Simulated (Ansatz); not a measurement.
# FGeH6NOSi: ionisation energy by level of theory

How much energy removes an electron from FGeH6NOSi at fixed geometry? The cation is run at each level and the neutral's energy taken from earlier runs.

The runs use Ansatz 0.2.0, Gaussian basis; unrestricted cation, the program's frozen cores in correlated methods.

Levels to be run: UKS PBE-D4/def2-TZVPP; UKS r2SCAN-D4/def2-TZVPP; UKS PBE0-D4/def2-TZVPP; UKS B3LYP-D4/def2-TZVPP; UKS wB97X-V/def2-TZVPP; UKS wB97M-V/def2-TZVPP; UKS B2PLYP/def2-TZVPP; UHF-CCSD(T)/def2-TZVPP; UHF-MP2/def2-QZVPP; extrapolation to the limit; then −ε(HOMO) from the neutral's earlier runs with LDA (SPW92), PBE-D4, revPBE-D4, BLYP-D4, r2SCAN-D4, B97M-V, PBE0-D4, B3LYP-D4, r2SCANh-D4, r2SCAN0-D4, HSE06-D4, BHLYP-D4, CAM-B3LYP-D4, LC-ωPBE, ωB97X-V, ωB97M-V.

## (1) The relaxed structure

The geometry comes from an earlier relaxation with PBE0-D4 in a triple-zeta def2 set; it is a stationary point, not always the lowest conformer.

SMILES `O[SiH](F)[NH][GeH3]`, 11 atoms, charge 0, spin multiplicity 1.

Atoms are counted from 1 here; the program's logs count them from 0.

Bond lengths: O1–Si2 1.631 Å, O1–H6 0.959 Å, Si2–F3 1.597 Å, Si2–N4 1.698 Å, Si2–H7 1.473 Å, N4–Ge5 1.845 Å, N4–H8 1.009 Å, Ge5–H9 1.539 Å, Ge5–H10 1.535 Å, Ge5–H11 1.537 Å. Angles: Si2–O1–H6 118.1°, O1–Si2–F3 112.3°, O1–Si2–N4 109.9°, O1–Si2–H7 104.9°, F3–Si2–N4 106.8°, F3–Si2–H7 106.5°, N4–Si2–H7 116.5°, Si2–N4–Ge5 127.1°, Si2–N4–H8 117.9°, Ge5–N4–H8 114.5°, N4–Ge5–H9 109.8°, N4–Ge5–H10 106.5°, N4–Ge5–H11 110.1°, H9–Ge5–H10 110.2°, H9–Ge5–H11 109.2°, H10–Ge5–H11 110.9°.

## (2) Cation, UKS PBE-D4/def2-TZVPP

Input file in.yaml:

```yaml
crystal:
  periodic: [false, false, false]
  atoms:
    - {symbol: O, position_ang: [0.501572, 0.843105, 1.802263]}
    - {symbol: Si, position_ang: [0.428087, -0.682477, 1.230471]}
    - {symbol: F, position_ang: [-0.429992, -1.642008, 2.175650]}
    - {symbol: N, position_ang: [-0.321788, -0.693968, -0.292768]}
    - {symbol: Ge, position_ang: [-0.220851, 0.611515, -1.592772]}
    - {symbol: H, position_ang: [-0.311527, 1.350293, 1.840289]}
    - {symbol: H, position_ang: [1.815455, -1.175070, 1.284678]}
    - {symbol: H, position_ang: [-0.784681, -1.541201, -0.584786]}
    - {symbol: H, position_ang: [-1.002348, 1.858318, -1.140444]}
    - {symbol: H, position_ang: [-0.854347, 0.017805, -2.858729]}
    - {symbol: H, position_ang: [1.245919, 0.996688, -1.843151]}
basis:
  gaussian: {orbitals: def2-TZVPP}
total_charge: 1
magnetization: {spin_polarized: true, initial_magnetization: 1}
hamiltonian: {xc: pbe, dispersion: d4}
```

On the command line:

```
> ansatz run in.yaml --threads 2 --pin off --events-out ev --progress --plain --max-ram 31744MiB --backend cpu
```

Further steps of the session: Cation, UKS r2SCAN-D4/def2-TZVPP; Cation, UKS PBE0-D4/def2-TZVPP; Cation, UKS B3LYP-D4/def2-TZVPP; Cation, UKS wB97X-V/def2-TZVPP; Cation, UKS wB97M-V/def2-TZVPP; Cation, UKS B2PLYP (frozen core)/def2-TZVPP; Cation, UHF-CCSD(T)/def2-TZVPP; Cation, UHF-MP2/def2-QZVPP.

**Question.** What will the summary of the whole plan be? Wanted: ionisation energy, CCSD(T)/CBS; nearest functional by difference; nearest −ε(HOMO); −ε(HOMO) of PBE; T1 of the cation.

As calculated:

| quantity | value |
| --- | --- |
| ionisation energy, CCSD(T)/CBS | 10.11 eV |
| nearest functional by difference | ωB97X-V (-0.16 eV) |
| nearest −ε(HOMO) | ωB97X-V (+0.05 eV) |
| −ε(HOMO) of PBE | 6.35 eV |
| T1 of the cation | 0.021 |

In words: Energy differences with functionals land within 0.58 eV of the reference. −ε(HOMO) of PBE misses by 3.8 eV, since self-interaction lifts the level. Among orbital estimates ωB97X-V comes nearest. Hartree-Fock falls 1.33 eV short, as the neutral has more correlation energy than the cation. The cation may have settled in a state other than its lowest; no search over hole states beyond the program's own was made. Correlated methods include outer-core shells of Ge, which these sets cover unevenly. With outer-core shells in play the reference is unsure by up to some tenths of an eV, so close misses can't be ranked.
